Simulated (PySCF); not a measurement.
# H4N2Tl (Tl(NH2)2-): the cost of one run

Method: PBE0, Tl def2-SVP with ECP60, N def2-SVP, H def2-SVP; scalar-relativistic core potentials, no spin–orbit coupling; program: PySCF 2.14.0.

2 further runs of the same task are left out: 2 for a known fault of the program.

### Step 1. Where the work starts

7 atoms, charge -1, spin multiplicity 1.

Bond lengths: Tl1–N2 2.522 Å, Tl1–N5 2.522 Å, N2–H3 1.032 Å, N2–H4 1.032 Å, N5–H6 1.032 Å, N5–H7 1.032 Å. Angles: N2–Tl1–N5 180.0°, Tl1–N2–H3 128.9°, Tl1–N2–H4 128.9°, H3–N2–H4 102.3°, Tl1–N5–H6 128.9°, Tl1–N5–H7 128.9°, H6–N5–H7 102.3°.

Geometry (Å):

```xyz
7
charge -1, multiplicity 1
Tl    0.00000    0.00000    0.00000
N     0.00000    0.00000    2.52225
H     0.56841    0.56841    3.16974
H    -0.56841   -0.56841    3.16974
N     0.00000    0.00000   -2.52225
H     0.56841   -0.56841   -3.16974
H    -0.56841    0.56841   -3.16974
```

Formal oxidation states: Tl +1. An earlier session relaxed this geometry at PBE0, Tl def2-SVP with ECP60, N def2-SVP, H def2-SVP (singlet, point group D2d). Its vibrations showed it to be a saddle point, relaxed within its symmetry.

Its energy there is -284.149397 Eh.

### Step 2. Multiplicity 3 at the relaxed geometry

File run.py (the lines that set the calculation):

```python
mol = gto.M(atom='''
Tl     0.00000     0.00000     0.00000
N      0.00000     0.00000     2.52225
H      0.56841     0.56841     3.16974
H     -0.56841    -0.56841     3.16974
N      0.00000     0.00000    -2.52225
H      0.56841    -0.56841    -3.16974
H     -0.56841     0.56841    -3.16974''',
    basis={'Tl': 'def2-SVP', 'N': 'def2-SVP', 'H': 'def2-SVP'},
    ecp={'Tl': 'def2-SVP'},
    charge=-1, spin=2)
mf = dft.UKS(mol, xc='PBE0')
mf.grids.atom_grid = (50, 194)
mf = mf.density_fit()  # fitting sets: Tl def2-universal-JKFIT, N def2-universal-JKFIT, H def2-universal-JKFIT
mf.conv_tol = 1e-08; mf.max_cycle = 55
mf.kernel(dm0)  # dm0: free metal ions and neutral atoms
```

On the command line:

```console
$ OMP_NUM_THREADS=2 python run.py
```

**Question.** How long does this run take on 2 threads of Intel Xeon 6975P-C (Granite Rapids), shared host?

About 1.8 s.
